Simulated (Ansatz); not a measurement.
# C3H11N3OW: a ladder of functionals and wavefunction methods

An exercise on one series of results from a longer session: the logs are not shown, and one member is left open.

Method: functionals in def2-TZVPP, the program's frozen cores in correlated methods; program: Ansatz 0.2.0, Gaussian basis.

Levels to be run: LDA (SPW92), PBE-D4, revPBE-D4, BLYP-D4, r2SCAN-D4, B97M-V, PBE0-D4, B3LYP-D4, r2SCANh-D4, r2SCAN0-D4, HSE06-D4, BHLYP-D4, CAM-B3LYP-D4, LC-ωPBE, ωB97X-V, ωB97M-V, B2PLYP, PBE-QIDH; CCSD(T)/def2-SVP; CCSD(T)/def2-TZVPP; MP2/def2-QZVPP; extrapolation to the limit; RPA on PBE.

## The relaxed structure

All runs share one geometry, relaxed beforehand with PBE0-D4 in a triple-zeta def2 set. W takes the def2 core potential; no spin-orbit term is included.

SMILES `C[N]=[W]([NH2])(=[N]C)[O]C`, 19 atoms, charge 0, spin multiplicity 1.

Atoms are counted from 1 here; the program's logs count them from 0.

Bond lengths: C1–N2 1.415 Å, C1–H9 1.096 Å, C1–H10 1.096 Å, C1–H11 1.096 Å, N2–W3 1.756 Å, W3–N4 1.963 Å, W3–N5 1.757 Å, W3–O7 1.900 Å, N4–H12 1.007 Å, N4–H13 1.007 Å, N5–C6 1.418 Å, C6–H14 1.096 Å, C6–H15 1.096 Å, C6–H16 1.096 Å, O7–C8 1.399 Å, C8–H17 1.095 Å, C8–H18 1.096 Å, C8–H19 1.095 Å. Angles: N2–C1–H9 111.0°, N2–C1–H10 110.5°, N2–C1–H11 111.9°, H9–C1–H10 107.5°, H9–C1–H11 108.0°, H10–C1–H11 107.7°, C1–N2–W3 164.7°, N2–W3–N4 106.9°, N2–W3–N5 113.0°, N2–W3–O7 108.9°, N4–W3–N5 106.7°, N4–W3–O7 112.9°, N5–W3–O7 108.6°, W3–N4–H12 123.4°, W3–N4–H13 123.6°, H12–N4–H13 111.1°, W3–N5–C6 160.2°, N5–C6–H14 112.0° and more.

Set-up of the first run:

Contents of in.yaml:

```yaml
crystal:
  periodic: [false, false, false]
  atoms:
    - {symbol: C, position_ang: [1.269036, 2.720531, 0.504267]}
    - {symbol: N, position_ang: [1.090342, 1.316388, 0.496007]}
    - {symbol: W, position_ang: [0.540123, -0.318919, 0.171864]}
    - {symbol: N, position_ang: [2.115173, -1.351564, -0.382730]}
    - {symbol: N, position_ang: [-0.611508, -0.404991, -1.151986]}
    - {symbol: C, position_ang: [-1.437913, 0.001881, -2.229986]}
    - {symbol: O, position_ang: [-0.283359, -1.012602, 1.737565]}
    - {symbol: C, position_ang: [-1.461851, -1.722134, 1.990248]}
    - {symbol: H, position_ang: [0.996961, 3.145836, 1.477448]}
    - {symbol: H, position_ang: [2.318341, 2.975638, 0.314741]}
    - {symbol: H, position_ang: [0.662487, 3.215153, -0.263259]}
    - {symbol: H, position_ang: [2.091241, -2.058220, -1.100364]}
    - {symbol: H, position_ang: [3.062119, -1.076405, -0.176733]}
    - {symbol: H, position_ang: [-1.405158, 1.085964, -2.385988]}
    - {symbol: H, position_ang: [-1.122738, -0.482916, -3.161105]}
    - {symbol: H, position_ang: [-2.480390, -0.282721, -2.048570]}
    - {symbol: H, position_ang: [-1.219899, -2.684040, 2.454390]}
    - {symbol: H, position_ang: [-2.028616, -1.910674, 1.071730]}
    - {symbol: H, position_ang: [-2.094392, -1.156215, 2.682479]}
basis:
  gaussian: {orbitals: def2-TZVPP}
hamiltonian: {xc: lda}
output: {orbitals: {seedname: orbitals}}
```

On the command line:

```console
$ ansatz run in.yaml --threads 4 --pin off --events-out ev --progress --plain --max-ram 66560MiB --backend cuda --devices 0, --max-vram 37GiB
```

Among the steps run: LDA; PBE-D4 (GGA); revPBE-D4 (GGA); BLYP-D4 (GGA); r2SCAN-D4 (meta-GGA); B97M-V (meta-GGA); PBE0-D4 (hybrid); B3LYP-D4 (hybrid); r2SCANh-D4 (hybrid); r2SCAN0-D4 (hybrid); HSE06-D4 (hybrid); BHLYP-D4 (hybrid); CAM-B3LYP-D4 (range-separated); LC-ωPBE (range-separated); ωB97X-V (range-separated); ωB97M-V (range-separated); B2PLYP (double hybrid); PBE-QIDH (double hybrid).

One of the session's tables, all rows but one given; the rest of the session is left out.

It belongs to the step «Frontier levels by functional». 

| functional | HOMO (eV) | gap (eV) |
| --- | --- | --- |
| LDA (SPW92) | -5.38 | 4.41 |
| PBE-D4 | -5.23 | 4.43 |
| revPBE-D4 | -5.17 | 4.44 |
| BLYP-D4 | -5.11 | 4.42 |
| r2SCAN-D4 | -5.47 | 4.82 |
| B97M-V | -5.57 | 4.93 |
| PBE0-D4 | -6.49 | 6.51 |
| B3LYP-D4 | -6.28 | 6.07 |
| r2SCANh-D4 | -5.95 | 5.60 |
| r2SCAN0-D4 | -6.66 | 6.78 |
| HSE06-D4 | -6.09 | 5.74 |
| BHLYP-D4 | -7.66 | 8.45 |
| CAM-B3LYP-D4 | -7.81 | 8.75 |
| LC-ωPBE | ? | ? |
| ωB97X-V | -8.77 | 10.70 |
| ωB97M-V | -8.70 | 10.25 |

Estimate the missing values for LC-ωPBE.

**Answer.** HOMO (eV): -9.09; gap (eV): 11.22. In the column «HOMO (eV)» it is the lowest.
